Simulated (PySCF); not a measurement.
# LiTc (quintet): changing the method

Starting from one script, swap the method and compare what comes out for LiTc (quintet).

Method: method and basis as typed in the scripts; program: PySCF 2.14.0.

7 further runs of the same task are left out: 1 for a known fault of the program, 6 that didn't finish.

### 1 Starting geometry

LiTc (quintet): 2 atoms, charge 0, spin multiplicity 5.

Bond lengths: Li1–Tc2 2.525 Å.

### 2 The base run

input.py reads:

```python
from pyscf import gto, scf

mol = gto.M(
    atom='Li 0 0 0; Tc 0 0 2.525',
    basis='x2c-tzvpall',
    charge=0,
    spin=4,
    verbose=4,
)
mf = scf.UHF(mol)
mf = mf.sfx2c1e()
mf = mf.newton()
mf.kernel()
mf.stability(internal=True, external=True)
mf.dip_moment()
print('orbital energies (hartree):', [e[max(0, n-3):n+3].round(4) for e, n in zip(mf.mo_energy, mol.nelec)])
```

On the command line:

```bash
$ python input.py
```

### 3 SCF alone

Run 1 changes step after the SCF: stability → none.

input.py: that of step 2 with these lines changed.

```diff
@@ -13,3 +13,2 @@
 mf.kernel()
-mf.stability(internal=True, external=True)
 mf.dip_moment()
```

### 4 MP2

Run 2 changes step after the SCF: stability → mp2.

input.py: that of step 2 with these lines changed.

```diff
@@ -1,2 +1,2 @@
-from pyscf import gto, scf
+from pyscf import gto, scf, mp
 
@@ -13,3 +13,3 @@
 mf.kernel()
-mf.stability(internal=True, external=True)
+mp.MP2(mf).kernel()
 mf.dip_moment()
```

### 5 Gradient

Run 3 changes step after the SCF: stability → gradient.

input.py: that of step 2 with these lines changed.

```diff
@@ -13,3 +13,3 @@
 mf.kernel()
-mf.stability(internal=True, external=True)
+mf.nuc_grad_method().kernel()
 mf.dip_moment()
```

Q: Predict the outcome of this session. Wanted: for each run, E(SCF); from base; gap, α spin; SCF dipole; after the SCF.

The runs gave:

```
      run  E(SCF) (hartree)  from base (eV)   cycles  gap, α spin (eV)  SCF dipole (D)               after the SCF
     base      -4290.514481               0  5 macro              6.99            1.19          unstable: internal
SCF alone      -4290.514481          0.0000  5 macro              6.99            1.19                         n/a
      MP2      -4290.514481          0.0000  5 macro              6.99            1.19  MP2 correlation -14.214 eV
 gradient      -4290.514481          0.0000  5 macro              6.99            1.19                         n/a
```

What this shows: Total energies from different bases, Hamiltonians or methods carry different errors, so properties are taken as differences within one set-up.
